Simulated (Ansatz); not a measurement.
# VH₂O+ (quintet): energies up the ladder

Aim: energies up the ladder, for VH₂O+ (quintet), with the cost of each level. Charge +1. Spin multiplicity 5.

Program: Ansatz 0.2.0. Level of theory: the levels named in each step. These are calculated values, not measurements.

### Step 1. The structure to begin with

Bond lengths: O1–V2 1.829 Å, O1–H3 0.986 Å, O1–H4 0.986 Å. Angles: V2–O1–H3 124.3°, V2–O1–H4 124.3°, H3–O1–H4 111.3°.

Coordinates:

```xyz
4

O    -0.0792    0.7291   -1.1153
V     0.0293   -0.2699    0.4128
H     0.1218    1.6934   -1.1649
H    -0.3461    0.3724   -1.9952
```

### Step 2. A rough first relaxation, PBE-D4/def2-SVP

Input file input.yaml:

```yaml
crystal:
  periodic: [false, false, false]
  atoms:
    - { symbol: O, position_ang: [-0.07918, 0.72908, -1.11532] }
    - { symbol: V, position_ang: [0.0293, -0.26986, 0.41282] }
    - { symbol: H, position_ang: [0.12183, 1.69338, -1.16491] }
    - { symbol: H, position_ang: [-0.34612, 0.37239, -1.99522] }
magnetization:
  spin_polarized: true
  initial_magnetization: 4
total_charge: 1
basis:
  gaussian: { orbitals: def2-SVP }
hamiltonian:
  xc: pbe
  dispersion: d4
relax:
  f_tol: 0.03
  max_steps: 200
```

Command:

```console
> ansatz run input.yaml --threads 2 --pin off --max-ram 5120MiB --backend cpu --events-out ev --progress --plain --runs-dir out
```

The runs that follow: Relaxation, PBE0-D4/def2-TZVPP; Frequencies, PBE0-D4/def2-TZVPP; Single point, PBE-D4/def2-TZVPP; Single point, r2SCAN-D4/def2-TZVPP; Single point, B3LYP-D4/def2-TZVPP; Single point, wB97M-V/def2-TZVPP; Single point, B2PLYP/def2-TZVPP; Single point, LDA/def2-TZVPP; Single point, PBE0-D4/def2-SVP; Single point, PBE-D4/def2-SVP.

What does the calculation give? Wanted: O1–V2 at PBE0-D4/def2-TZVPP; frequencies at PBE0-D4/def2-TZVPP; energy at PBE-D4/def2-SVP.

**Answer**, as computed:

| quantity | value |
| --- | --- |
| O1–V2 at PBE0-D4/def2-TZVPP | 2.075 Å |
| frequencies at PBE0-D4/def2-TZVPP | 311 to 3889 cm⁻¹ |
| energy at PBE-D4/def2-SVP | -27745.870 eV |

No mode is imaginary, so the geometry is a minimum. These totals serve in differences with atoms or fragments at the same level; alone they don't rank the methods.
